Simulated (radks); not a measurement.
**Nuclear size and the levels of Hf**

Aim: how the total energy, the levels and the density at the nucleus of Hf respond when the nuclear radius is scaled.

The numbers are computed with radks (a radial shooting solver on a logarithmic mesh, Libxc functionals) version 1 (Dirac Kohn-Sham, LDA (Slater exchange, Perdew-Wang correlation), spin-unpolarised, spherical densities, finite nucleus; open shells are shared between the two j in proportion to 2j + 1), except any that are marked as measured or tabulated.

### Step 1. The system

* element: hafnium (Z = 72)
* charge: 0
* electrons: 72
* configuration: [Xe] 4f14 5d2 6s2
* nuclear rms radius: 5.347 fm

The outer shells:

Hf
```
[Xe] core
4f [↑↓][↑↓][↑↓][↑↓][↑↓][↑↓][↑↓]
5d [↑ ][↑ ][  ][  ][  ]
6s [↑↓]
```

### Step 2. rms radius 5.347 fm

The run's settings:

```text
Z 72
configuration [Xe] 4f14 5d2 6s2 6p0 7s0
relativity Dirac
functional lda,pw
spin unpolarised
j_filling average
nucleus finite rms 5.347 fm
c 137.035999084
```

### Step 3. rms radius 4.4327 fm

Input: that of step 2 with these lines changed.

```diff
@@ -6,3 +6,3 @@
 j_filling average
-nucleus finite rms 5.347 fm
+nucleus finite rms 4.4327 fm
 c 137.035999084
```

### Step 4. rms radius 4.8658 fm

Input: that of step 3 with these lines changed.

```diff
@@ -6,3 +6,3 @@
 j_filling average
-nucleus finite rms 4.4327 fm
+nucleus finite rms 4.8658 fm
 c 137.035999084
```

### Step 5. rms radius 5.8389 fm

Input: that of step 4 with these lines changed.

```diff
@@ -6,3 +6,3 @@
 j_filling average
-nucleus finite rms 4.8658 fm
+nucleus finite rms 5.8389 fm
 c 137.035999084
```

### Step 6. rms radius 6.0635 fm

Input: that of step 5 with these lines changed.

```diff
@@ -6,3 +6,3 @@
 j_filling average
-nucleus finite rms 5.8389 fm
+nucleus finite rms 6.0635 fm
 c 137.035999084
```

**Question.** What will these runs give? Wanted: for each run, rms radius; total energy shift; density at nucleus; 1s1/2 shift; 2s1/2 shift; 5p1/2 shift; 6s1/2 shift; 6p1/2 shift.

**Answer**, as computed:

```csv
rms radius (fm),total energy shift (eV),density at nucleus (e/bohr³),1s1/2 shift (meV),2s1/2 shift (meV),5p1/2 shift (meV),6s1/2 shift (meV),6p1/2 shift (meV)
4.4327,-15.3,1.28e+06,-6220,-860,0.536,-0.462,0.168
4.8658,-8.29,1.242e+06,-3372,-466,0.291,-0.250,0.0910
5.347,0,1.204e+06,0,0,0,0,0
5.8389,9.01,1.17e+06,3667,507,-0.316,0.272,-0.0989
6.0635,13.3,1.155e+06,5413,748,-0.466,0.401,-0.146
```

**Reading.** Shifts are against the first run. Over the range the 1s1/2 level moves by 11.6 eV and the 6p1/2 level by -0.314 meV. A larger nucleus binds the 1s electrons less and lowers the density at its centre. These are shifts of eigenvalues, not the field shifts of spectral lines.
